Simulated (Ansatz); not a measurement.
Run this with the Python package of Ansatz (0.2.0) and show what comes out.

The script, `bend_bbrclhs.py`:
```python
'''Energy of BBrClHS against one bond angle.'''

import ansatz
from ase import Atoms

BASIS = 'def2-SVP'
XC = 'b3lyp'
FMAX = 0.02

atoms = Atoms(['S', 'B', 'Cl', 'Br', 'H'], positions=[
    (-0.3571, 1.3537, 0.4658),
    (-0.0886, -0.4381, 0.1826),
    (1.3231, -1.2466, 0.9816),
    (-1.2222, -1.4869, -1.0038),
    (0.3946, 1.7442, -0.6677),
])

# relax first, so that the scan starts from a minimum
first = ansatz.Crystal.molecule_from_ase(atoms).calculation()
first = first.basis(gaussian=BASIS).functional(XC)
first = first.relax(force_tolerance=FMAX, max_steps=80)
atoms.positions = first.run().report['positions_ang']

rows = []
for angle in [90, 100, 110, 120, 135, 150, 165, 179]:
    bent = atoms.copy()
    bent.set_angle(1, 0, 4, angle, indices=[4])
    job = (
        ansatz.Crystal.molecule_from_ase(bent).calculation()
        .basis(gaussian=BASIS)
        .functional(XC)
    )
    rows.append((angle, job.run().report['free_energy_ev']))
floor = min(e for _, e in rows)
for angle, e in rows:
    print(f'angle B1-S0-H4 = {angle:3d} deg   {1000 * (e - floor):9.1f} meV')
```

Running `python bend_bbrclhs.py` prints:
```text
angle B1-S0-H4 =  90 deg        30.1 meV
angle B1-S0-H4 = 100 deg         0.0 meV
angle B1-S0-H4 = 110 deg       104.4 meV
angle B1-S0-H4 = 120 deg       329.0 meV
angle B1-S0-H4 = 135 deg       848.3 meV
angle B1-S0-H4 = 150 deg      1489.2 meV
angle B1-S0-H4 = 165 deg      2065.4 meV
angle B1-S0-H4 = 179 deg      2325.4 meV
```

Caveats:
- The scan is rigid, and the energies are electronic, in a modest basis. The zero is the lowest point of the grid, which needn't be the minimum.
- b3lyp holds the VWN-RPA fit, as in Gaussian; the form of ORCA and Turbomole is b3lyp5.
- Timing: 51 s on 1 thread of Intel(R) Xeon(R) 6975P-C (Granite Rapids), on a shared host, peak memory 0.27 GiB.
